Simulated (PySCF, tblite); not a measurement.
**C₆H₁₅PSi: infrared bands and NMR shifts**

Wanted: the infrared bands and NMR shifts of C₆H₁₅PSi (`C[Si](C)(C)P1CCC1`), by calculation.

The runs use tblite 0.8.0 and PySCF 2.14.0, with density-fitted response routines of our own; the level of theory stands in each step. All values are computed, except where a source is named. Atoms count from 0, in the outputs and in this text.

### Step 1. Starting geometry

23 atoms, charge 0, multiplicity 1; geometry from: GFN2-xTB.

Bonds of the start (Å): C0–Si1 1.91, Si1–C2 1.91, Si1–C3 1.92, Si1–P4 2.27, P4–C5 1.88, C5–C6 1.53, C6–C7 1.53, C7–P4 1.88, C0–H8 1.09, C0–H9 1.09, C0–H10 1.09, C2–H11 1.09, C2–H12 1.09, C2–H13 1.09, C3–H14 1.09, C3–H15 1.09, C3–H16 1.09, C5–H17 1.09, C5–H18 1.09, C6–H19 1.09, C6–H20 1.09, C7–H21 1.09, C7–H22 1.09.

### Step 2. Harmonic vibrations with GFN2-xTB

The job: settings as JSON, then the geometry in Å.

```
{"job": {"kind": "ir", "xc": "GFN2-xTB", "basis": "xTB"}, "charge": 0, "multiplicity": 1}
C     -1.889876    -0.404196     1.632220
Si    -0.996881     0.136310     0.031846
C     -2.002851     1.504121    -0.845288
C     -0.899449    -1.380473    -1.141912
P      0.917780     1.147238     0.724031
C      2.018773    -0.358566     0.965781
C      2.457964    -0.353140    -0.503077
C      1.936334     1.045145    -0.853971
H     -1.328598    -1.165489     2.165188
H     -2.014191     0.439576     2.303460
H     -2.874180    -0.807312     1.417871
H     -2.129536     2.362489    -0.193028
H     -1.506254     1.849574    -1.747023
H     -2.989684     1.149861    -1.125190
H     -0.412887    -1.129648    -2.080182
H     -0.349059    -2.200880    -0.690274
H     -1.894863    -1.745990    -1.377972
H      1.526817    -1.264523     1.315703
H      2.837741    -0.124301     1.647480
H      1.944938    -1.124770    -1.074860
H      3.532395    -0.478065    -0.648302
H      1.386190     1.130635    -1.789453
H      2.724627     1.799388    -0.846558
```

**Question.** This job is followed by: GIAO PBE0/pcSseg-1 NMR shielding, non-relativistic, gas phase. Predict these results of the whole session: strongest single infrared mode (GFN2-xTB); zero-point energy (GFN2-xTB); ¹³C shifts against TMS (PBE0/pcSseg-1, means over atoms taken as alike); ¹H shifts against TMS (PBE0/pcSseg-1, means over atoms taken as alike); ²⁹Si shifts against TMS (PBE0/pcSseg-1); ³¹P shifts against H3PO4 (PBE0/pcSseg-1).

**Answer**, as computed:

| quantity | value |
| --- | --- |
| strongest single infrared mode (GFN2-xTB) | 855 cm⁻¹, 286 km/mol |
| zero-point energy (GFN2-xTB) | 121.8 kcal/mol |
| ¹³C shifts against TMS (PBE0/pcSseg-1, means over atoms taken as alike) | 29.1, 16.5, -1.4 ppm |
| ¹H shifts against TMS (PBE0/pcSseg-1, means over atoms taken as alike) | 2.68, 2.13, 0.23 ppm |
| ²⁹Si shifts against TMS (PBE0/pcSseg-1) | 7.1 ppm |
| ³¹P shifts against H3PO4 (PBE0/pcSseg-1) | -75.5 ppm |

**Reading.** No mode is imaginary among the 63: a minimum at this level. The strongest single mode, at 855 cm⁻¹, is spread over several atoms, H13, H10, H16, Si1 among them. GFN2-xTB is a fitted tight-binding method: band positions and strengths are rough. Its intensities can rank the bands wrongly. At PBE0/pcSseg-1: The widest tensor belongs to P4: span 299 ppm, with a paramagnetic part of -574 ppm.
